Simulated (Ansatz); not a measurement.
# La4TaRh: the cost of one run

Method: DFT PBE, scalar-relativistic, plane waves, PAW, in Ansatz 0.2.0.

1 further run of the same task is left out (set aside as unsound or not needed). Runs told in other sessions of the task aren't counted.

## (1) The structure to begin with

It takes space group Cmmm (No. 65, orthorhombic). The conventional cell has a = 7.316 Å, b = 8.532 Å, c = 5.869 Å, α = 90.00°, β = 90.00°, γ = 90.00°. Around La (site symmetry m2m) lie 1 Ta at 2.77 Å and 1 La at 3.00 Å. Around La (site symmetry 2/m) lie 2 Rh at 2.81 Å. Around Ta (site symmetry mmm) lie 2 La at 2.77 Å. Around Rh (site symmetry mmm) lie 4 La at 2.81 Å.

As a file:

```cif
data_structure
_symmetry_space_group_name_H-M 'Cmmm'
_symmetry_Int_Tables_number 65
_cell_length_a 7.3158
_cell_length_b 8.5320
_cell_length_c 5.8692
_cell_angle_alpha 90.000
_cell_angle_beta 90.000
_cell_angle_gamma 90.000
_cell_volume 366.35
loop_
_atom_site_label
_atom_site_type_symbol
_atom_site_symmetry_multiplicity
_atom_site_Wyckoff_symbol
_atom_site_fract_x
_atom_site_fract_y
_atom_site_fract_z
_atom_site_occupancy
La1 La 4 i 0.50000 0.17564 0.00000 1
La2 La 4 f 0.25000 0.75000 0.50000 1
Ta1 Ta 2 a 0.00000 0.00000 0.00000 1
Rh1 Rh 2 c 0.50000 0.00000 0.50000 1
```

The cell was relaxed beforehand at this level, from a database cell with other species swapped in; it needn't be the stable form of this composition. At a tolerance of 0.05 Å it has space group Cmmm (No. 65); it has 30.53 Å³/atom, an uncorrected energy of +0.33 eV/atom over the elements.

## (2) Electronic structure at the relaxed geometry

input.yaml reads:

```yaml
crystal:
  lattice:
    - [3.6579227689, -4.2660098604, 0.0]
    - [3.6579227689, 4.2660098604, 0.0]
    - [0.0, 0.0, 5.8691677161]
  atoms:
    - { symbol: La, position: [0.3243634588, 0.6756365412, 0.0] }
    - { symbol: La, position: [0.6756365412, 0.3243634588, 0.0] }
    - { symbol: La, position: [0.5, 0.0, 0.5] }
    - { symbol: La, position: [0.0, 0.5, 0.5] }
    - { symbol: Ta, position: [0.0, 0.0, 0.0] }
    - { symbol: Rh, position: [0.5, 0.5, 0.5] }
basis:
  ecutwfc: 420
kpoints:
  mp_grid: { grid: [8, 8, 6] }
  band_path:
    path:
      - [[0.0, 0.0, 0.0], [-0.5, 0.5, 0.0], [-0.4338084, 0.5661916, 0.0]]
      - [[0.4338084, 0.4338084, 0.0], [0.0, 0.0, 0.0], [0.0, 0.0, 0.5], [0.4338084, 0.4338084, 0.5]]
      - [[-0.4338084, 0.5661916, 0.5], [-0.5, 0.5, 0.5], [-0.5, 0.5, 0.0]]
      - [[0.0, 0.0, 0.0], [0.0, 0.5, 0.0], [0.0, 0.5, 0.5], [0.0, 0.0, 0.5], [-0.5, 0.5, 0.5]]
    npoints: 14
hamiltonian:
  xc: pbe
scf:
  occupations: { method: gaussian, width: 0.1 }
  n_extra_bands: 15
output:
  forces: true
  stress: true
  eigenvalues: true
  populations: true
  dos: { projected: true, de: 0.02, nscf_kmesh: { grid: [10, 10, 8] } }
  bader: true
  write_density: true
  write_potential: true
  elf: true
  volumetric_format: npy
```

Run with:

```bash
$ ansatz run input.yaml --threads 1 --pin off --max-ram 2560MiB --backend cpu --events-out ev --progress --plain --runs-dir out
```

**Question.** How long does this run take on 1 thread of Intel Xeon 6975P-C (Granite Rapids), shared host, and how much memory does it need?

About 1.9 min, with a peak of 1.3 GiB.
